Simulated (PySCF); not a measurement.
# C12H10O2Se: the cost of one run

Programs: PySCF 2.14.0, with density-fitted response routines of our own. Each step states its level of theory. These are calculated values for one molecule in the gas phase, unless marked as measured. Atoms count from 0, in the outputs and in this text.

## (1) The molecule as given

25 atoms, charge 0, multiplicity 1; geometry from: GFN2-xTB.

Bonds of the start (Å): O0–C1 1.36, C1–C2 1.39, C2–C3 1.38, C3–C4 1.39, C4–Se5 1.92, Se5–C6 1.92, C6–C7 1.39, C7–C8 1.38, C8–C9 1.39, C9–O10 1.36, C9–C11 1.39, C11–C12 1.38, C4–C13 1.39, C13–C14 1.38, C14–C1 1.39, C12–C6 1.39, O0–H15 0.96, C2–H16 1.08, C3–H17 1.08, C7–H18 1.08, C8–H19 1.08, O10–H20 0.96, C11–H21 1.08, C12–H22 1.08, C13–H23 1.08, C14–H24 1.08.

## (2) Relaxing the molecule at PBE0-D3(BJ)/def2-SVP

What the job is given:

```
{"job": {"xc": "PBE0", "basis": "def2-SVP", "d3": "d3bj", "grid": 1, "kind": "geom"}, "charge": 0, "multiplicity": 1}
O     -4.535400     1.397570     2.014450
C     -3.555090     0.914090     1.206550
C     -2.439170     0.330830     1.802880
C     -1.421100    -0.173980     1.022780
C     -1.495030    -0.085650    -0.361750
Se    -0.108290    -0.814090    -1.479610
C      1.436950    -0.350520    -0.430970
C      1.514010     0.866560     0.229840
C      2.645040     1.185180     0.955760
C      3.718430     0.301900     1.007790
O      4.849350     0.579050     1.708650
C      3.646130    -0.908660     0.323740
C      2.509740    -1.232320    -0.387590
C     -2.607820     0.487590    -0.959690
C     -3.634990     0.983890    -0.179460
H     -5.251340     1.763100     1.480840
H     -2.394740     0.275970     2.879030
H     -0.561410    -0.633610     1.488620
H      0.688090     1.562020     0.186050
H      2.700370     2.130880     1.479470
H      4.774840     1.446800     2.124130
H      4.486850    -1.582380     0.367330
H      2.448290    -2.174640    -0.913100
H     -2.668600     0.545130    -2.037140
H     -4.501240     1.433210    -0.647670
```

Q: Estimate the wall time of this first job on 8 threads of Arm Neoverse V1, shared host.

About 7 min.
